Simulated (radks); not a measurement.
**Sc⁴⁺ in [Ne] 3s2 3p5: an all-electron calculation**

An exercise on one series of results from a longer session: the logs are not shown, and one member is left open.

Method: non-relativistic Kohn-Sham, TPSS, spin-polarised, spherical densities, point nucleus; open shells are filled with parallel spins first. Code: radks (a radial shooting solver on a logarithmic mesh, Libxc functionals) version 1.

### The atom as given

```
element       : scandium (Z = 21)
charge        : +4
electrons     : 17
configuration : [Ne] 3s2 3p5
```

The outer shells:

Sc⁴⁺
```
[Ne] core
3s [↑↓]
3p [↑↓][↑↓][↑ ]
```

The first run:

Input:

```text
Z 21
configuration [Ne] 3s2 3p5 4s0 3d0 4p0 4f0
relativity non-relativistic
functional tpss,tpss
spin polarised
nucleus point
```

One table of the session follows, with a row left open; its other results are not shown here.

It belongs to the step «Shells». From the orbitals of this run (lengths in bohr):

| level | <r> | outermost maximum (interpolated) | 90 % within | nodes |
| --- | --- | --- | --- | --- |
| 1s up | 0.07354 | 0.0484 | 0.131 | 0 |
| 1s down | 0.07354 | 0.0484 | 0.131 | 0 |
| 2s up | 0.3452 | 0.285 | 0.536 | 1 |
| 2s down | ? | ? | ? | ? |
| 2p up | 0.3081 | 0.233 | 0.507 | 0 |
| 2p down | 0.3081 | 0.233 | 0.507 | 0 |
| 3s up | 1.036 | 0.912 | 1.53 | 2 |
| 3s down | 1.039 | 0.913 | 1.54 | 2 |
| 3p up | 1.089 | 0.936 | 1.65 | 1 |
| 3p down | 1.094 | 0.938 | 1.66 | 1 |
| 3d up | 1.211 | 0.936 | 1.94 | 0 |
| 3d down | 1.224 | 0.940 | 1.97 | 0 |
| 4s up | 2.496 | 2.34 | 3.56 | 3 |
| 4s down | 2.512 | 2.35 | 3.58 | 3 |

Q: Estimate the row for 2s down from the others.

**Answer.** <r>: 0.3451; outermost maximum (interpolated): 0.285; 90 % within: 0.536; nodes: 1. In the column «<r>» it lies between 2p down (0.3081) and 2s up (0.3452).

To keep in mind: Open shells are spherical and high-spin; term and fine-structure splittings are not resolved.
